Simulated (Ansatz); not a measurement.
# BFGeH3NO: the cost of one run

Computed with the Python package of Ansatz 0.2.0. The levels of theory stand in the script.

### 1 The structure

Bond lengths: N1–Ge2 1.824 Å, Ge2–F3 1.726 Å, Ge2–B4 2.027 Å, Ge2–O5 1.742 Å, B4–O5 1.419 Å, N1–H6 1.053 Å, N1–H7 1.083 Å, B4–H8 1.211 Å. Angles: N1–Ge2–F3 114.3°, N1–Ge2–B4 122.0°, N1–Ge2–O5 108.6°, F3–Ge2–B4 122.1°, F3–Ge2–O5 107.1°, B4–Ge2–O5 43.4°, Ge2–N1–H6 110.4°, Ge2–N1–H7 106.7°, H6–N1–H7 101.3°, Ge2–B4–O5 57.5°, Ge2–B4–H8 136.5°, O5–B4–H8 144.9°, Ge2–O5–B4 79.1°.

No structure file is read: the coordinates are typed or built in the script.

### 2 The code

File bfgeh3no_methods.py:

```python
"""One geometry of BFGeH3NO, method by method."""

from pathlib import Path

import ansatz as az
import numpy as np

GEOMETRY = """
N     0.29840    1.34080    0.76620
Ge    0.58450   -0.26620   -0.04730
F     2.15770   -0.92470    0.21700
B    -0.93790   -1.37840   -0.79110
O    -0.56360   -1.41750    0.57670
H     1.01460    2.04460    0.44960
H    -0.60660    1.75140    0.33590
H    -1.85490   -1.20700   -1.56280
"""


def main() -> None:
    geometry = az.Crystal.molecule()
    for line in GEOMETRY.strip().splitlines():
        symbol, *xyz = line.split()
        geometry = geometry.atom(symbol, [float(v) for v in xyz])

    setup = geometry.calculation().basis(gaussian="def2-SVP")

    print("functional    E (Ha)        dipole (D)   HOMO (eV)  LUMO (eV)")
    for name in ["pbe0", "hse06", "b3lyp", "r2scan"]:
        report = setup.functional(name).forces().orbitals().run(threads=1, pin="off", runs_dir="runs").report
        lines = Path(report["orbitals_path"]).read_text().splitlines()
        field_of = lambda key: [line.split("=")[1].strip() for line in lines if line.startswith(key)]
        orbitals = [(27.211386 * float(e), s, float(n)) for e, s, n in zip(field_of("Ene="), field_of("Spin="), field_of("Occup="))]
        homo = max(e for e, _, n in orbitals if n > 0.5)
        lumo = min(e for e, _, n in orbitals if n < 0.5)
        dipole = 4.803205 * np.linalg.norm(report["charge_distribution"]["dipole_moment_e_ang"])
        print(f"{name:10s} {report['free_energy_ev'] / 27.211386246:14.6f} {dipole:9.3f} {homo:11.3f} {lumo:10.3f}")


if __name__ == "__main__":
    main()
```

### 3 The run

Started as:

```console
$ python bfgeh3no_methods.py
```

Q: Estimate wall time and peak memory on 1 thread of Arm Neoverse V2, shared host.

About 21 s, with a peak of 0.3 GiB.
